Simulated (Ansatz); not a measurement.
**CCl₂Se: one species, many methods**

How much do the methods differ for CCl₂Se? The plan is to run it at one geometry with functionals of several rungs and with coupled cluster. The yardstick is the atomisation energy at the CCSD(T) limit.

The runs use Ansatz 0.2.0, Gaussian basis; functionals in def2-TZVPP, the program's frozen cores in correlated methods.

The runs, in order: LDA (SPW92), PBE-D4, revPBE-D4, BLYP-D4, r2SCAN-D4, B97M-V, PBE0-D4, B3LYP-D4, r2SCANh-D4, r2SCAN0-D4, HSE06-D4, BHLYP-D4, CAM-B3LYP-D4, LC-ωPBE, ωB97X-V, ωB97M-V, B2PLYP, PBE-QIDH; CCSD(T)/def2-SVP; CCSD(T)/def2-TZVPP; MP2/def2-QZVPP; extrapolation to the limit; RPA on PBE.

## Step 1: Structure used throughout

The geometry comes from an earlier relaxation with PBE0-D4 in a triple-zeta def2 set; it is a stationary point.

SMILES `ClC(Cl)=[Se]`, 4 atoms, charge 0, spin multiplicity 1.

Atoms are counted from 1 here; the program's logs count them from 0.

Bond lengths: Cl1–C2 1.712 Å, C2–Cl3 1.712 Å, C2–Se4 1.748 Å. Angles: Cl1–C2–Cl3 111.8°, Cl1–C2–Se4 124.1°, Cl3–C2–Se4 124.1°.

## Step 2: LDA

This LDA is Slater exchange with PW92 correlation.

in.yaml reads:

```yaml
crystal:
  periodic: [false, false, false]
  atoms:
    - {symbol: Cl, position_ang: [1.189531, -0.575422, 1.068371]}
    - {symbol: C, position_ang: [0.018814, 0.020692, -0.028630]}
    - {symbol: Cl, position_ang: [-1.371867, -0.975873, -0.075592]}
    - {symbol: Se, position_ang: [0.219021, 1.470304, -0.984349]}
basis:
  gaussian: {orbitals: def2-TZVPP}
hamiltonian: {xc: lda}
output: {orbitals: {seedname: orbitals}}
```

Command:

```
> ansatz run in.yaml --threads 2 --pin off --events-out ev --progress --plain --max-ram 4352MiB
```

The runs that follow: PBE-D4 (GGA); revPBE-D4 (GGA); BLYP-D4 (GGA); r2SCAN-D4 (meta-GGA); B97M-V (meta-GGA); PBE0-D4 (hybrid); B3LYP-D4 (hybrid); r2SCANh-D4 (hybrid); r2SCAN0-D4 (hybrid); HSE06-D4 (hybrid); BHLYP-D4 (hybrid); CAM-B3LYP-D4 (range-separated); LC-ωPBE (range-separated); ωB97X-V (range-separated); ωB97M-V (range-separated); B2PLYP (double hybrid); PBE-QIDH (double hybrid); CCSD(T) in def2-SVP; CCSD(T) in def2-TZVPP; MP2 in def2-QZVPP; RPA on PBE orbitals.

Q: Predict the results of all the runs planned. Wanted: atomisation energy, CCSD(T)/CBS; farthest beyond LDA; mean size of error, GGA; mean size of error, meta-GGA; mean size of error, hybrid; mean size of error, range-separated; mean size of error, double hybrid; gap, smallest and largest; T1 diagnostic.

The runs gave:

```
                               quantity                                     value
        atomisation energy, CCSD(T)/CBS                             1121.5 kJ/mol
 functionals within 11.2 kJ/mol (1.0 %)             r2SCANh-D4, ωB97M-V, PBE-QIDH
                    farthest beyond LDA                  BHLYP-D4 (-115.1 kJ/mol)
                mean size of error, GGA                               55.6 kJ/mol
           mean size of error, meta-GGA                               19.3 kJ/mol
             mean size of error, hybrid                               37.7 kJ/mol
    mean size of error, range-separated                               27.3 kJ/mol
      mean size of error, double hybrid                               16.0 kJ/mol
              gap, smallest and largest  1.95 eV (LDA (SPW92)), 8.61 eV (LC-ωPBE)
                          T1 diagnostic                                    0.0137
triples share of the correlation energy                                     4.9 %
```

In words: LDA overbinds by 317.2 kJ/mol (28 %). PBE-D4 is off by +101.7 kJ/mol. Double hybrids carry the basis error of their MP2 part in triple zeta, and no dispersion term here, so their miss is partly the set-up's. By mean error the best rung here is double hybrid (16.0 kJ/mol) and the worst beyond LDA is GGA (55.6 kJ/mol). The gap between the best rungs is small, so their order is not settled. RPA and LDA stand outside this count. Misses under about 11.2 kJ/mol are within the doubt on the reference itself, which lacks core-valence correlation, relativity and higher excitations, and its outer-core shells are covered unevenly. All levels share the lack of spin-orbit coupling, which lowers the free heavy atoms and so the true binding. Hartree-Fock recovers 52 % of the binding; the rest is correlation. CCSD(T) in def2-SVP is off by -122.7 kJ/mol, so the small basis spoils what the method gains. Orbital gaps span 1.9 to 8.6 eV; exact exchange widens them. The restricted reference is unstable towards a spin-broken one. Correlated methods include outer-core shells of Se, which these sets cover unevenly.
